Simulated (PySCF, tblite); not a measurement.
**C4H3ClO3+ (doublet): geometry, infrared bands and EPR parameters**

Aim: predict the infrared bands and EPR parameters of C4H3ClO3+ (doublet) (`C[C]1OC(=O)O[C+]1Cl`).

The runs use tblite 0.8.0 and PySCF 2.14.0, with density-fitted response routines of our own; the level of theory stands in each step. All values are computed, except where a source is named. Atoms are numbered from 0 throughout.

### Step 1. Starting geometry

11 atoms, charge 1, multiplicity 2; geometry from: force field or distance geometry start.

Bonds of the start (Å): C0–C1 1.52, C1–O2 1.44, O2–C3 1.38, C3–O4 1.28, C3–O5 1.38, O5–C6 1.39, C6–Cl7 1.76, C6–C1 1.50, C0–H8 1.11, C0–H9 1.12, C0–H10 1.11.

### Step 2. Relaxing the molecule with GFN2-xTB

What the job is given:

```
{"job": {"kind": "relax", "xc": "GFN2-xTB", "basis": "xTB"}, "charge": 1, "multiplicity": 2}
C     -1.305400    -0.558600     0.095600
C     -0.357700     0.198600    -0.823800
O      0.733200    -0.719000    -1.012100
C      1.574500    -0.474700     0.050200
O      2.457300    -1.277800     0.502600
O      1.335400     0.760900     0.615800
C      0.308000     1.341400    -0.126400
Cl    -0.141500     3.037300    -0.237000
H     -0.910700    -0.586400     1.134300
H     -2.339400    -0.116800     0.060900
H     -1.348200    -1.602200    -0.285900
```

The run is started by

```bash
$ OMP_NUM_THREADS=1 python probes_run.py task.json out
```

This one command runs all jobs of the session in turn.

**Question.** This job is followed by: GFN2-xTB harmonic vibrations, gas phase; UKS B3LYP, pcH-1 on C Cl H O, non-relativistic, mean-field spin-orbit, GIAO. What will the session give for the following? strongest single infrared mode (GFN2-xTB); zero-point energy (GFN2-xTB); g(iso) (B3LYP); ⟨S²⟩; largest a(iso) (averaged by class).

As calculated:

| quantity | value |
| --- | --- |
| strongest single infrared mode (GFN2-xTB) | 1894 cm⁻¹, 476 km/mol |
| zero-point energy (GFN2-xTB) | 40.8 kcal/mol |
| g(iso) (B3LYP) | 2.00639 |
| ⟨S²⟩ | 0.753 (exact 0.75) |
| largest a(iso) (averaged by class) | 1H on H8, H9, H10, 47.7 MHz |

In words: Relaxing lowered the energy by 3.384 eV in 74 steps; the close pair that moved most is C1–O2, from 1.438 to 1.324 Å. All 27 modes are real, so the xTB geometry is a minimum. The strongest single mode, at 1894 cm⁻¹, moves mainly C3 and O4. Unscaled tight-binding wavenumbers are off by several per cent, some by more. Its intensities can rank the bands wrongly. The largest spin populations lie on C1 (0.32 e), C6 (0.29 e). The isotropic g lies 4.1 ppt above the free-electron value.
